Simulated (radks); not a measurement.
**Ionising xenon step by step, Xe to Xe¹⁰⁺**

An exercise on one series of results from a longer session: the logs are not shown, and one member is left open.

Method: non-relativistic Kohn-Sham, r2SCAN, spin-unpolarised, spherical densities, point nucleus. Code: radks (a radial shooting solver on a logarithmic mesh, Libxc functionals) version 1.

### The atom as given

- element: xenon (Z = 54)
- charges: 0 to 10
- first configuration: [Xe]
- last configuration: [Kr] 4d8

The outer shells:

Xe
```
[Kr] core
4d [↑↓][↑↓][↑↓][↑↓][↑↓]
5s [↑↓]
5p [↑↓][↑↓][↑↓]
```

Xe¹⁰⁺
```
[Kr] core
4d [↑↓][↑↓][↑↓][↑ ][↑ ]
```

The first run:

Input:

```text
Z 54
configuration [Xe]
relativity non-relativistic
functional r2scan,r2scan
spin unpolarised
nucleus point
```

Steps of the session up to this table: Xe, [Xe]; Xe⁺, [Kr] 4d10 5s2 5p5; Xe²⁺, [Kr] 4d10 5s2 5p4; Xe³⁺, [Kr] 4d10 5s2 5p3; Xe⁴⁺, [Kr] 4d10 5s2 5p2; Xe⁵⁺, [Kr] 4d10 5s2 5p1; Xe⁶⁺, [Kr] 4d10 5s2; Xe⁷⁺, [Kr] 4d10 5s1; Xe⁸⁺, [Kr] 4d10; Xe⁹⁺, [Kr] 4d9; Xe¹⁰⁺, [Kr] 4d8.

One of the session's tables, all rows but one given; the rest of the session is left out.

```
species  Δ-SCF (eV)  −ε(HOMO) (eV)
     Xe      12.912          8.632
    Xe⁺      22.028         17.340
   Xe²⁺      31.844         26.832
   Xe³⁺      42.222         36.949
   Xe⁴⁺           ?              ?
   Xe⁵⁺      64.179         58.579
   Xe⁶⁺      89.326         83.162
   Xe⁷⁺      101.54         95.460
   Xe⁸⁺      182.49         170.15
   Xe⁹⁺      207.68         194.95
```

**Question.** Estimate the row for Xe⁴⁺.

**Answer.** Δ-SCF (eV): 53.048; −ε(HOMO) (eV): 47.571. In the column «Δ-SCF (eV)» it lies between Xe³⁺ (42.222) and Xe⁵⁺ (64.179).

To keep in mind: Relativity is left out here, which matters for elements this heavy. Spin polarisation and multiplet splitting are left out, so open shells lie too high by an amount that depends on their filling.
